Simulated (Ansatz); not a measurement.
# SiSbH5 (SMILES [SiH3][SbH2]): one structure at several levels

Aim: energy, forces and dipole at a structure displaced at random from a GFN2-xTB minimum, from CCSD(T) and from density functionals.

Computed with Ansatz 0.2.0, Gaussian basis. Level: single points in def2-TZVPP.

Cores are frozen in the correlated methods. Filled d shells of the heavier atoms are correlated. Core potentials replace the inner electrons past krypton, and spin-orbit coupling is left out.

## Step 1: The system as given

7 atoms, charge 0, spin multiplicity 1.

Atoms are counted from 1 here; the program's logs count them from 0.

Bond lengths: Si1–Sb2 2.603 Å, Si1–H3 1.520 Å, Si1–H4 1.336 Å, Si1–H5 1.471 Å, Sb2–H6 1.734 Å, Sb2–H7 1.825 Å. Angles: Sb2–Si1–H3 105.6°, Sb2–Si1–H4 112.6°, Sb2–Si1–H5 109.9°, H3–Si1–H4 120.6°, H3–Si1–H5 110.3°, H4–Si1–H5 97.6°, Si1–Sb2–H6 91.3°, Si1–Sb2–H7 90.5°, H6–Sb2–H7 86.8°.

Coordinates:

```
Si   -0.6293   -0.5756   -0.4049
Sb    1.1771    0.1445    1.3261
H    -1.9008   -0.7936    0.3994
H    -0.1872   -1.5140   -1.2468
H    -0.8285    0.4944   -1.3945
H     0.4889    1.7313    1.4448
H     2.2218    0.8075   -0.0151
```

## Step 2: CCSD(T)/def2-TZVPP

Contents of run/in.yaml:

```yaml
crystal:
  periodic: [false, false, false]
  atoms:
    - {symbol: Si, position_ang: [-0.629300, -0.575600, -0.404900]}
    - {symbol: Sb, position_ang: [1.177100, 0.144500, 1.326100]}
    - {symbol: H, position_ang: [-1.900800, -0.793600, 0.399400]}
    - {symbol: H, position_ang: [-0.187200, -1.514000, -1.246800]}
    - {symbol: H, position_ang: [-0.828500, 0.494400, -1.394500]}
    - {symbol: H, position_ang: [0.488900, 1.731300, 1.444800]}
    - {symbol: H, position_ang: [2.221800, 0.807500, -0.015100]}
basis:
  gaussian: {orbitals: def2-TZVPP}
correlation: {method: ccsd_t}
output: {forces: true}
```

On the command line:

```bash
> ansatz run in.yaml --threads 4 --pin off --events-out ev --progress --plain --max-ram 5222MiB
```

## Step 3: PBE0-D4/def2-TZVPP

Edit run/in.yaml of step 2 so:

```diff
@@ -12,3 +12,3 @@
   gaussian: {orbitals: def2-TZVPP}
-correlation: {method: ccsd_t}
-output: {forces: true}
+hamiltonian: {xc: pbe0, dispersion: d4}
+output: {forces: true, orbitals: {seedname: orbitals}}
```

## Step 4: wB97M-V/def2-TZVPP

Edit run/in.yaml of step 3 so:

```diff
@@ -12,3 +12,3 @@
   gaussian: {orbitals: def2-TZVPP}
-hamiltonian: {xc: pbe0, dispersion: d4}
-output: {forces: true, orbitals: {seedname: orbitals}}
+hamiltonian: {xc: {name: wB97M-V}}
+output: {forces: true}
```

## Step 5: r2SCAN-D4/def2-TZVPP

Edit run/in.yaml of step 4 so:

```diff
@@ -12,3 +12,3 @@
   gaussian: {orbitals: def2-TZVPP}
-hamiltonian: {xc: {name: wB97M-V}}
+hamiltonian: {xc: r2scan, dispersion: d4}
 output: {forces: true}
```

## Step 6: PBE-D4/def2-TZVPP

Edit run/in.yaml of step 5 so:

```diff
@@ -12,3 +12,3 @@
   gaussian: {orbitals: def2-TZVPP}
-hamiltonian: {xc: r2scan, dispersion: d4}
+hamiltonian: {xc: pbe, dispersion: d4}
 output: {forces: true}
```

## Step 7: BHLYP-D4/def2-TZVPP

Edit run/in.yaml of step 6 so:

```diff
@@ -12,3 +12,3 @@
   gaussian: {orbitals: def2-TZVPP}
-hamiltonian: {xc: pbe, dispersion: d4}
+hamiltonian: {xc: {name: BHLYP}, dispersion: d4}
 output: {forces: true}
```

## Step 8: B97M-V/def2-TZVPP

Edit run/in.yaml of step 7 so:

```diff
@@ -12,3 +12,3 @@
   gaussian: {orbitals: def2-TZVPP}
-hamiltonian: {xc: {name: BHLYP}, dispersion: d4}
+hamiltonian: {xc: {name: B97M-V}}
 output: {forces: true}
```

(Steps that only read results are left out.)

Q: Predict the outcome of this session. Wanted: energy less free atoms, CCSD(T)/def2-TZVPP; RMS force component; RMS force error; HOMO and LUMO, PBE0-D4; T1 diagnostic.

**Answer**, as computed:

| quantity | value |
| --- | --- |
| energy less free atoms, CCSD(T)/def2-TZVPP | -17.074 eV |
| RMS force component | 1.235 to 1.313 eV/Å over the methods |
| RMS force error | PBE0-D4 0.062, wB97M-V 0.052, r2SCAN-D4 0.069, PBE-D4 0.188, BHLYP-D4 0.086, B97M-V 0.118 eV/Å |
| HOMO and LUMO, PBE0-D4 | -7.22 and -0.63 eV |
| T1 diagnostic | 0.014 |

In words: Against CCSD(T) the functionals' energies less atoms differ by -0.791 to -0.133 eV, PBE-D4 by -0.270 eV. CCSD(T) in triple zeta still lacks some correlation energy of the bonds, so part of these gaps is its own basis error and they don't rank the functionals. For forces wB97M-V does best and PBE-D4 worst.
